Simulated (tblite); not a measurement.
# C7H15BO: the cost of one run

The runs use tblite 0.8.0 and PySCF 2.14.0, with density-fitted response routines of our own; the level of theory stands in each step. All values are computed, except where a source is named. Atoms are numbered from 0 throughout.

## (1) The molecule as given

24 atoms, charge 0, multiplicity 1; geometry from: force field or distance geometry start.

Bonds of the start (Å): B0–C1 1.60, C1–C2 1.55, C2–O3 1.40, O3–C4 1.41, C1–C5 1.52, C5–C6 1.35, C5–C7 1.51, C7–C8 1.52, B0–H9 1.18, B0–H10 1.18, C1–H11 1.12, C2–H12 1.11, C2–H13 1.11, C4–H14 1.11, C4–H15 1.11, C4–H16 1.12, C6–H17 1.08, C6–H18 1.08, C7–H19 1.11, C7–H20 1.12, C8–H21 1.11, C8–H22 1.12, C8–H23 1.10.

## (2) Optimising the geometry with GFN2-xTB

Job settings and geometry (Å):

```
{"job": {"kind": "relax", "xc": "GFN2-xTB", "basis": "xTB"}, "charge": 0, "multiplicity": 1}
B      0.166900    -1.453500    -2.281700
C      0.206100    -0.904200    -0.784600
C      1.512200    -0.120000    -0.513000
O      1.536000     0.305900     0.825400
C      2.701000     1.055700     1.070700
C     -1.041900    -0.099000    -0.451100
C     -1.294300     1.069900    -1.076200
C     -2.011500    -0.611000     0.585800
C     -1.898900     0.158800     1.890800
H      0.156700    -0.694900    -3.183700
H      0.095800    -2.613400    -2.492700
H      0.241900    -1.812300    -0.122500
H      1.544500     0.762300    -1.192500
H      2.377300    -0.781000    -0.733700
H      2.719100     1.368100     2.132400
H      3.617000     0.460700     0.877700
H      2.704400     1.989900     0.454400
H     -2.191400     1.630500    -0.840400
H     -0.625300     1.464900    -1.822800
H     -1.829000    -1.689200     0.798300
H     -3.058100    -0.528100     0.193000
H     -2.627400    -0.242700     2.629300
H     -2.127400     1.244200     1.739100
H     -0.885200     0.058300     2.305300
```

On the command line:

```bash
$ OMP_NUM_THREADS=1 python probes_run.py task.json out
```

One launch serves the whole session: the jobs run in the order shown.

Q: Estimate the wall time and peak memory of this first job on 1 thread of Arm Neoverse N1, shared host.

About 1.5 s, with a peak of 0.18 GiB.
